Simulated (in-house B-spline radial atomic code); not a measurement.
**Ti⁷⁺: excited configurations**

Wanted: excitation energies of Ti⁷⁺ as differences of total energies (ΔSCF).

Method: Dirac-Hartree-Fock, average of configuration, Fermi nucleus, basis-set limit. Code: in-house B-spline radial atomic code version 1.

## Step 1: The atom as given

```
element       : titanium (Z = 22)
charge        : +7
electrons     : 15
configuration : [Ne] 3s2 3p3
Hamiltonian   : Dirac-Coulomb
nucleus       : Fermi, rms radius 3.592 fm
```

The outer shells:

[Ne] 3s2 3p3
```
[Ne] core
3s [↑↓]
3p [↑ ][↑ ][↑ ]
```

The boxes only draw the lowest term's filling; these runs average over all states of the configuration.

Settings of the run:

```ini
Z = 22
electrons = 15.0
configuration = [Ne] 3s2 3p3
hamiltonian = dirac
method = hf
spin_polarised = False
nucleus = fermi
rms_radius = 3.5921
mass_number = 48
atomic_mass = 47.947940677
speed_of_light = 137.035999084
```

From the earlier run of the reference: total energy -836.420195 hartree. Levels, eight at most:

```csv
orbital,occupation,energy (eV),<r> (bohr)
1s1/2,2,-5162.66,0.06952
2s1/2,2,-727.77,0.3208
2p1/2,2,-627.44,0.2858
2p3/2,4,-621.49,0.2884
3s1/2,2,-192.95,0.9193
3p1/2,1,-166.57,0.9409
3p3/2,2,-165.68,0.9457
```

## Step 2: Configuration [He] 2s2 2p5 3s1 3p3 5s1 5d1

Settings of the run:

```ini
Z = 22
electrons = 15.0
configuration = [He] 2s2 2p5 3s1 3p3 5s1 5d1
hamiltonian = dirac
method = hf
spin_polarised = False
nucleus = fermi
rms_radius = 3.5921
mass_number = 48
atomic_mass = 47.947940677
speed_of_light = 137.035999084
```

## Step 3: [Ne] 3p3 3d1 5f1

Changes to the settings of step 2:

```diff
@@ -2,3 +2,3 @@
 electrons = 15.0
-configuration = [He] 2s2 2p5 3s1 3p3 5s1 5d1
+configuration = [Ne] 3p3 3d1 5f1
 hamiltonian = dirac
```

## Step 4: Configuration [Ne] 3s1 3p2 3d2

Changes to the settings of step 3:

```diff
@@ -2,3 +2,3 @@
 electrons = 15.0
-configuration = [Ne] 3p3 3d1 5f1
+configuration = [Ne] 3s1 3p2 3d2
 hamiltonian = dirac
```

## Step 5: Configuration [Ne] 3s2 3p1 4p1 5p1

Changes to the settings of step 4:

```diff
@@ -2,3 +2,3 @@
 electrons = 15.0
-configuration = [Ne] 3s1 3p2 3d2
+configuration = [Ne] 3s2 3p1 4p1 5p1
 hamiltonian = dirac
```

Before running: How far above the reference does each configuration lie (order and size, in eV)?

The runs gave:

| net move | configuration | energy above the reference (eV) | with Breit, QED, recoil (eV) | largest <r> (bohr) |
| --- | --- | --- | --- | --- |
| 3p, 3s → 2×3d | [Ne] 3s1 3p2 3d2 | 105.42 | 105.29 | 0.951 |
| 2×3p → 4p, 5p | [Ne] 3s2 3p1 4p1 5p1 | 216.47 | 216.40 | 3.58 |
| 2×3s → 3d, 5f | [Ne] 3p3 3d1 5f1 | 224.32 | 224.16 | 3.78 |
| 2p, 3s → 5d, 5s | [He] 2s2 2p5 3s1 3p3 5s1 5d1 | 738.27 | 737.86 | 3.52 |

**Reading.** The energies run from 105.42 eV (3p, 3s → 2×3d) to 738.27 eV (2p, 3s → 5d, 5s). Koopmans' estimate of the ionisation threshold is 165.68 eV; 3 configurations exceed it and could autoionise. Two partly filled shells share a symmetry and can mix in the average, which may lower the energy, for: 2×3p → 4p, 5p; 2p, 3s → 5d, 5s. These are averages over configurations, without correlation, not spectroscopic levels.
